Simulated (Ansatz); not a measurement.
# GaIr2: one candidate of a structure search

Aim: relax a trial structure of GaIr2 and see where it ends.

Program: Ansatz 0.2.0. Level of theory: DFT PBE, scalar-relativistic, plane waves, PAW. These are calculated values, not measurements.

## Step 1: Starting point

Symmetry: P6/mmm, No. 191, hexagonal system. The conventional cell has a = 3.587 Å, b = 3.587 Å, c = 4.023 Å, α = 90.00°, β = 90.00°, γ = 120.00°. Ga (site symmetry 6/mmm) is surrounded by 12 Ir at 2.89 Å. Ir (site symmetry -6m2) has 3 Ir at 2.07 Å as nearest neighbours.

As a file:

```cif
data_structure
_symmetry_space_group_name_H-M 'P6/mmm'
_symmetry_Int_Tables_number 191
_cell_length_a 3.5870
_cell_length_b 3.5870
_cell_length_c 4.0228
_cell_angle_alpha 90.000
_cell_angle_beta 90.000
_cell_angle_gamma 120.000
_cell_volume 44.83
loop_
_atom_site_label
_atom_site_type_symbol
_atom_site_symmetry_multiplicity
_atom_site_Wyckoff_symbol
_atom_site_fract_x
_atom_site_fract_y
_atom_site_fract_z
_atom_site_occupancy
Ga1 Ga 1 a 0.00000 0.00000 0.00000 1
Ir1 Ir 2 d 0.33333 0.66667 0.50000 1
```

Recipe of the guess: species swapped into a database cell of ZrB2 (P6/mmm, No. 191), with Ga on the Zr sites and Ir on the B sites. Lengths come from tabulated atomic sizes and are only a guess.

## Step 2: The guess as it stands, on a coarse mesh

input.yaml

```yaml
crystal:
  lattice:
    - [3.58700867, 0.0, 0.0]
    - [-1.79350433, 3.10644063, 0.0]
    - [0.0, 0.0, 4.02284048]
  atoms:
    - { symbol: Ga, position: [0.0, 0.0, 0.0] }
    - { symbol: Ir, position: [0.33333333, 0.66666667, 0.5] }
    - { symbol: Ir, position: [0.66666667, 0.33333333, 0.5] }
basis:
  ecutwfc: 420
kpoints:
  mp_grid: { grid: [6, 6, 4] }
hamiltonian:
  xc: pbe
scf:
  occupations: { method: gaussian, width: 0.1 }
  lower_state_search: "off"
output:
  forces: true
  stress: true
  eigenvalues: true
```

On the command line:

```
$ ansatz run input.yaml --threads 1 --pin off --max-ram 2560MiB --backend cpu --events-out ev --progress --plain --runs-dir out
```

The session goes on with these runs: a loose first relaxation; another rough relaxation; spin check on a coarse mesh; relaxation on the finer mesh.

What does the calculation give? Wanted: conventional cell; volume; energy over the elements; gap on the mesh.

As calculated:

```
                              quantity                                                                       value
symmetry at the end (tolerance 0.05 Å)                                                space group P6/mmm (No. 191)
                     conventional cell  a = 4.364 Å, b = 4.364 Å, c = 2.775 Å, α = 90.00°, β = 90.00°, γ = 120.00°
                                volume                                                               15.26 Å³/atom
              energy over the elements                                                               +0.15 eV/atom
                       gap on the mesh                                                                none (metal)
```

The space group P6/mmm (No. 191) is kept, and the volume per atom grows by 2.1 % from the first guess. With a positive formation energy it can't be a ground state. No finished test with a distortion of lower symmetry is shown, so the end may be a saddle point. The runs treat Ir without spin-orbit coupling. Other magnetic orders were not searched.
